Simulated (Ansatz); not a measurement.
# C12H2: the cost of one run

Computed with the Python package of Ansatz 0.2.0. Level of theory: B3LYP+D3(BJ)/def2-SVP.

### 1 The system

Bond lengths: C1–C2 1.200 Å, C2–C3 1.540 Å, C3–C4 1.200 Å, C4–C5 1.540 Å, C5–C6 1.200 Å, C6–C7 1.540 Å, C7–C8 1.200 Å, C8–C9 1.540 Å, C9–C10 1.200 Å, C10–C11 1.540 Å, C11–C12 1.200 Å, C1–H13 1.065 Å, C12–H14 1.065 Å. Angles: C1–C2–C3 180.0°, C2–C1–H13 180.0°, C2–C3–C4 180.0°, C3–C4–C5 180.0°, C4–C5–C6 180.0°, C5–C6–C7 180.0°, C6–C7–C8 180.0°, C7–C8–C9 180.0°, C8–C9–C10 180.0°, C9–C10–C11 180.0°, C10–C11–C12 180.0°, C11–C12–H14 180.0°.

No structure file is read: the coordinates are typed or built in the script.

### 2 The code

freq.py reads:

```python
'''Vibrations and zero-point energy of C12H2.'''

import ansatz as az
from ase import Atoms
import numpy as np

SETTINGS = {
    'basis_set': 'def2-SVP',
    'xc': 'b3lyp',
    'dispersion': 'd3bj',
}


def main() -> None:
    atoms = Atoms(['C', 'C', 'C', 'C', 'C', 'C', 'C', 'C', 'C', 'C', 'C', 'C', 'H', 'H'], positions=[
        [7.4457, -0.2471, -0.0158],
        [6.2464, -0.2073, -0.0133],
        [4.7072, -0.1562, -0.01],
        [3.5078, -0.1164, -0.0074],
        [1.9689, -0.0653, -0.0042],
        [0.7695, -0.0255, -0.0016],
        [-0.7695, 0.0255, 0.0016],
        [-1.9689, 0.0653, 0.0042],
        [-3.5078, 0.1164, 0.0075],
        [-4.7072, 0.1562, 0.01],
        [-6.2464, 0.2073, 0.0133],
        [-7.4457, 0.2471, 0.0158],
        [8.5101, -0.2824, -0.0181],
        [-8.5101, 0.2824, 0.0181],
    ])
    molecule = az.Crystal.molecule_from_ase(atoms)

    model = (
        molecule.calculation()
        .basis(gaussian=SETTINGS['basis_set'])
        .functional(SETTINGS['xc'], dispersion=SETTINGS['dispersion'])
    )
    symbols = [site.symbol for site in molecule.cartesian_sites]
    start = np.array([site.position_ang for site in molecule.cartesian_sites], dtype=float)
    def progress(event):
        if event['event'] == 'relax_step':
            row = event['data']
            print(f'step {row["step"]:3d}  E = {row["lagrangian_ev"]:.6f} eV  largest force component {row["allowed_force_max_ev_ang"]:.4f} eV/A')


    rep = model.relax(force_tolerance=0.003).session().plan().execute(on_event=progress).report
    end = np.array(rep['positions_ang'])

    print('final positions (A) and the move of each atom')
    for symbol, xyz, old in zip(symbols, end, start):
        print(f'{symbol:2s} {xyz[0]:10.5f} {xyz[1]:10.5f} {xyz[2]:10.5f}   {np.linalg.norm(xyz - old):7.4f}')

    # frequencies need a stationary point, so they are taken at the relaxed geometry
    minimum = az.Crystal.molecule()
    for symbol, place in zip(symbols, end):
        minimum = minimum.atom(symbol, place.tolist())
    vibrating = (
        minimum.calculation()
        .basis(gaussian=SETTINGS['basis_set'])
        .functional(SETTINGS['xc'], dispersion=SETTINGS['dispersion'])
        .phonons(temperatures=(200, 600, 100))
    )
    vib = vibrating.run().report['vibrations']
    sums = vib['harmonic_sums']
    modes = [m['omega_inv_cm'] for m in sums['modes_at_gamma'] if m['rigid_motion'] == 'no']
    print('frequencies (1/cm):', ' '.join(f'{w:.0f}' for w in modes))
    print('imaginary modes:', sum(w < 0 for w in modes), ' zero-point energy:', round(sums['zero_point_energy_ev'], 4), 'eV')
    print('T (K)   F_vib (eV)   S_vib (meV/K)   C_vib (meV/K)')
    for row in zip(sums['temperatures_k'], sums['vibrational_free_energy_ev'], vib['entropy_ev_per_k'], vib['heat_capacity_ev_per_k']):
        print(f'{row[0]:6.1f} {row[1]:11.4f} {1000 * row[2]:13.4f} {1000 * row[3]:15.4f}')


if __name__ == '__main__':
    main()
```

### 3 The calls as engine input

The engine receives this input (first run):

```yaml
crystal:
  periodic: [false, false, false]
  atoms:
    - { symbol: C, position_ang: [7.4457, -0.2471, -0.0158] }
    - { symbol: C, position_ang: [6.2464, -0.2073, -0.0133] }
    - { symbol: C, position_ang: [4.7072, -0.1562, -0.01] }
    - { symbol: C, position_ang: [3.5078, -0.1164, -0.0074] }
    - { symbol: C, position_ang: [1.9689, -0.0653, -0.0042] }
    - { symbol: C, position_ang: [0.7695, -0.0255, -0.0016] }
    - { symbol: C, position_ang: [-0.7695, 0.0255, 0.0016] }
    - { symbol: C, position_ang: [-1.9689, 0.0653, 0.0042] }
    - { symbol: C, position_ang: [-3.5078, 0.1164, 0.0075] }
    - { symbol: C, position_ang: [-4.7072, 0.1562, 0.01] }
    - { symbol: C, position_ang: [-6.2464, 0.2073, 0.0133] }
    - { symbol: C, position_ang: [-7.4457, 0.2471, 0.0158] }
    - { symbol: H, position_ang: [8.5101, -0.2824, -0.0181] }
    - { symbol: H, position_ang: [-8.5101, 0.2824, 0.0181] }
basis:
  gaussian:
    orbitals: def2-SVP
hamiltonian:
  xc: b3lyp
  dispersion: d3bj
relax:
  f_tol: 0.003
```

### 4 Running it

The run is started by

```
python freq.py
```

**Question.** How long does this script take on 1 thread of AMD EPYC 9R45 (Zen 5), shared host, and how much memory does it need?

About 7 min, with a peak of 0.62 GiB.
